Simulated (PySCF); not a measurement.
# [Er(H2O)2]3+: other functionals and bases at one geometry

The task here is to estimate one member of a computed series from the others.

The runs use PySCF 2.14.0; several levels, as the steps say, no spin–orbit coupling.

4 further runs of the same task are left out: 1 for a known fault of the program, 2 that didn't finish, 1 set aside as unsound or not needed.

## Starting geometry

7 atoms, charge 3, spin multiplicity 1.

Bond lengths: Er1–O2 2.185 Å, Er1–O5 2.187 Å, O2–H3 0.999 Å, O2–H4 0.997 Å, O5–H6 0.999 Å, O5–H7 0.997 Å. Angles: O2–Er1–O5 107.8°, Er1–O2–H3 128.3°, Er1–O2–H4 129.2°, H3–O2–H4 102.5°, Er1–O5–H6 128.5°, Er1–O5–H7 129.0°, H6–O5–H7 102.4°.

Coordinates:

```xyz
7

Er    1.09847    0.24220   -0.01029
O    -0.15656    0.03582    1.76694
H     0.04639    0.31610    2.70383
H    -1.06368   -0.36876    1.85436
O    -0.16989   -0.07219   -1.76424
H    -0.00374   -0.65887   -2.55494
H    -1.03946    0.35742   -1.99565
```

Formal oxidation states: Er +3. Each metal's 11 4f electrons lie in its core potential, so multiplicities, spins and levels count the valence alone. An earlier session relaxed this geometry at r2SCAN, Er lcecp-1-SVP with ECP57, O def2-SVP, H def2-SVP (singlet, point group C1).

At r2SCAN on the finer grid: E = -189.713088 Eh, HOMO -25.40 eV, LUMO -19.10 eV, Mulliken charge on Er1 +2.20 e, largest force component 0.021 eV/Å. 

Levels to run: TPSSh; B3LYP; revPBE; M06-L; r2SCAN, TZVP. Hardware: 2 threads of Intel Xeon Platinum 8175M at 2.50GHz (Skylake/Cascade Lake), shared host.

The first run:

File run.py (the lines that set the calculation):

```python
mol = gto.M(atom='''
Er     1.09847     0.24220    -0.01029
O     -0.15656     0.03582     1.76694
H      0.04639     0.31610     2.70383
H     -1.06368    -0.36876     1.85436
O     -0.16989    -0.07219    -1.76424
H     -0.00374    -0.65887    -2.55494
H     -1.03946     0.35742    -1.99565''',
    basis={'Er': 'lcecp-1-SVP', 'O': 'def2-SVP', 'H': 'def2-SVP'},
    ecp={'Er': 'lcecp-1-SVP'},
    charge=3, spin=0)
mf = dft.RKS(mol, xc='TPSSH')
mf.grids.atom_grid = (75, 302)  # f atoms: unpruned, at least (60, 302)
mf = mf.density_fit()  # fitting sets: Er AutoAux, O def2-universal-JKFIT, H def2-universal-JKFIT
mf.conv_tol = 1e-08; mf.max_cycle = 55
mf.kernel(dm0)  # dm0: the density of the relaxed state
```

The run is started by

```bash
> OMP_NUM_THREADS=2 python run.py
```

Among the steps run: TPSSh; B3LYP; revPBE; M06-L; r2SCAN, TZVP.

One table of the session follows, with a row left open; its other results are not shown here.

```
                level  HOMO (eV)  gap (eV)  charge on Er1 (e)  dipole (D)  largest force component (eV/Å)
r2SCAN (relaxed here)     -25.40      6.30               2.20        3.49                            0.02
                TPSSh     -25.79      6.70               2.18        3.51                            0.12
                B3LYP          ?         ?                  ?           ?                               ?
               revPBE     -24.99      5.30               2.11        3.70                            0.31
                M06-L     -25.33      6.26               2.26        3.34                            0.23
         r2SCAN, TZVP     -25.35      6.30               2.38        3.52                            0.29
```

**Question.** Estimate the row for B3LYP.

The run gave: HOMO (eV): -26.49; gap (eV): 7.29; charge on Er1 (e): 2.17; dipole (D): 3.50; largest force component (eV/Å): 0.05. In the column «HOMO (eV)» it is the lowest.

The dipole of a charged species depends on the origin, so these sizes hold for this origin alone.

In one basis the HOMO–LUMO gap runs from 5.30 eV (revPBE) to 7.29 eV (B3LYP). The largest leftover force, 0.31 eV/Å with revPBE, stands at a geometry relaxed at another level. With 4f in the core, its levels are missing from HOMO and gap, and its count is fixed, so no charge can pass from the ligands into it. Total energies of different levels can't be compared.
